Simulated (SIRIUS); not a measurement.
## NbAl3: single point with PBEsol

The system is NbAl3.

```
Nb Al
1.0
    -1.91698    1.91698    4.29245
     1.91698   -1.91698    4.29245
     1.91698    1.91698   -4.29245
Nb Al
1 3
Direct
  0.00000 0.00000 0.00000
  0.25000 0.75000 0.50000
  0.75000 0.25000 0.50000
  0.50000 0.50000 0.00000
```

The cell comes from a database or a generator and needn't be the stable form of this composition.

```json
{
  "Program": "SIRIUS 7.10.0",
  "Task": "single point",
  "Functional": "PBEsol",
  "Potentials or basis": "PseudoDojo 0.4.1 PBEsol standard (scalar relativistic)",
  "Cutoff": "1127 eV",
  "Density cutoff": "4507 eV",
  "k mesh": "10 × 10 × 10",
  "Occupations": "fermi-dirac, width 0.05 eV",
  "Spin": "no spin polarisation",
  "Libxc names": "[\"XC_GGA_X_PBE_SOL\", \"XC_GGA_C_PBE_SOL\"]",
  "Energy tol": "1e-08 Ha",
  "Density tol": "1e-06",
  "Mixer": "anderson",
  "Mixing beta": "0.7",
  "Max scf": "100",
  "Radial cutoff for the potentials' integrals": "6.5 bohr"
}
```

* Pressure: -1.1 GPa
* Band gap on the k mesh: none (metal or under the smearing width)

Stress tensor (GPa, compression positive):
```
-1.15  0.00  0.00
 0.00 -1.15  0.00
 0.00  0.00 -0.90
```

It took 6.7 min on 1 thread of Arm Neoverse V1 (shared host), peak memory 1.5 GiB.
